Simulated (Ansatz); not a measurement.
GdO:

```
Gd O
1.0
     2.80181    0.00000    0.00000
     0.00000    2.80181    0.00000
     0.00000    0.00000    2.80181
Gd O
1 1
Cartesian
  0.0000 0.0000 0.0000
  1.4009 1.4009 1.4009
```

The cell comes from a database or a generator and needn't be the stable form of this composition.

Base run:

- Program: Ansatz 0.2.0
- Functional: r2SCAN
- Potentials or basis: Ansatz PAW
- Cutoff: 500 eV (not typed: the program's choice for these potentials)
- k mesh: 9 × 9 × 9
- Occupations: fermi-dirac, width 0.05 eV
- Spin: collinear spin, ferromagnetic start
- Starting moments: [7.0, 0.0] μB
- Hubbard terms: Gd f U = 5 eV

Its results: band gap on the k mesh none (metal or under the smearing width); pressure 53.2 GPa; net moment 7.60 μB per cell; site moments Gd +7.18; O -0.01 μB.

Problem. After a change of settings the same cell gave: band gap on the k mesh none (metal or under the smearing width); pressure 52.2 GPa; net moment 7.59 μB per cell; site moments Gd +7.17; O -0.01 μB. Which change was it?
A. hubbard terms from Gd f U = 5 eV to Gd f U = 3 eV
B. functional from r2SCAN to PBE; cutoff from 500 eV (not typed: the program's choice for these potentials) to 420 eV (not typed: the program's choice for these potentials); hubbard terms from Gd f U = 5 eV to none; hubbard projectors from ortho-atomic (the default) to none
C. hubbard terms from Gd f U = 5 eV to none; hubbard projectors from ortho-atomic (the default) to none
D. hubbard terms from Gd f U = 5 eV to Gd f U = 8 eV

Solution. A.

Caveats: the magnetic or orbital state may not be the lowest; a pressure of tens of GPa on the cell as given is suspect, and the run, the potentials or the cell itself is likely at fault; spin-orbit coupling is left out, which moves the levels of the heavy elements; a cell with one magnetic atom can't hold antiferromagnetic order, which such compounds often take; the PAW data sets come from PBE, with cores solved anew for the run's functional, which leaves a small shift of forces and pressure.
